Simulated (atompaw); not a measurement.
# Co: the cost of one run

Method: atompaw 4.2.0.5, LDA (PW92), scalar-relativistic.

## Step 1: The design

Typed settings, in words:

```
element                 : cobalt (Co, Z = 27)
type                    : PAW
frozen core             : [Ne]
valence charge          : 17
reference configuration : 3s2 3p6 3d7 4s2 4p0
partial waves           : 3s (bound): rc 1.10 bohr; 4s (bound): rc 1.75 bohr; 3p (bound): rc 1.10 bohr; 4p (bound, empty): rc 1.75 bohr; 3d (bound): rc 1.75 bohr; 3d channel at -0.1 Ry: rc 1.75 bohr
local potential         : bessel scheme, radius 1.65 bohr
core correction         : smooth core density matched at 1.60 bohr
augmentation charge     : sinc compensation charge, radius 1.45 bohr; PAW radius 1.75 bohr; waves and projectors: custom polynom2 7 10 vanderbiltortho
```

## Step 2: Generating the potential

Contents of Co.input:

```
Co 27
LDA-PW scalarrelativistic loggrid 1500 logderivrange -9 5 351
4 4 3 0 0 0
4 1 0
3 2 7
0 0 0
c
c
v
v
c
v
v
v
2
1.75 1.45 1.65 1.60
n
n
y
-0.1
n
custom polynom2 7 10 vanderbiltortho sinc
bessel
1.10
1.75
1.10
1.75
1.75
1.75
PWSCFOUT
UPFDX 0.0125d0 UPFXMIN -7.d0 UPFZMESH 27.d0
END
```

On the command line:

```bash
$ atompaw < Co.input > Co.log
```

**Question.** How long does this run take on 1 thread of Intel Xeon 6975P-C, shared host?

About 5.2 s.
